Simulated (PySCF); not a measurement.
# C4H10OSSi: the cost of one run

Programs: PySCF 2.14.0, with routines of our own; each step states its level. All values are computed. Atoms count from 0.

## 1. The starting structure

17 atoms, charge 0, multiplicity 1; geometry from: GFN2-xTB.

## 2. Magnetic properties: GIAO PBE/pcSseg-1

Job settings and geometry (Å):

```
{"job": {"kind": "mag", "xc": "PBE", "basis": "pcSseg-1", "isotopologues": 2}, "charge": 0, "multiplicity": 1}
C     -3.151067     0.481481     0.612346
C     -2.709282     0.126488    -0.767603
C     -1.444437    -0.022342    -1.131485
O     -0.416610     0.126938    -0.261995
Si     1.170319     0.166130    -0.524748
S      1.932392     0.351936     1.450036
C      3.697022     0.424575     1.020271
H     -3.702827     1.421070     0.599830
H     -2.291512     0.582608     1.268529
H     -3.813591    -0.288729     1.005625
H     -3.477159    -0.013403    -1.513099
H     -1.161167    -0.273798    -2.145527
H      1.667934    -1.063019    -1.141315
H      1.572605     1.321441    -1.326436
H      4.248442     0.520039     1.949227
H      3.884234     1.286797     0.388530
H      3.987707    -0.486719     0.507904
```

Level: GIAO PBE/pcSseg-1 magnetisability, rotational g tensor and spin-rotation constants, non-relativistic, gas phase.

The run is started by

```
$ OMP_NUM_THREADS=1 python excited_run.py task.json out
```

This one command runs all jobs of the session in turn.

Q: Estimate the wall time and peak memory of this first job on 1 thread of Arm Neoverse V2, shared host.

About 32 s, with a peak of 0.66 GiB.
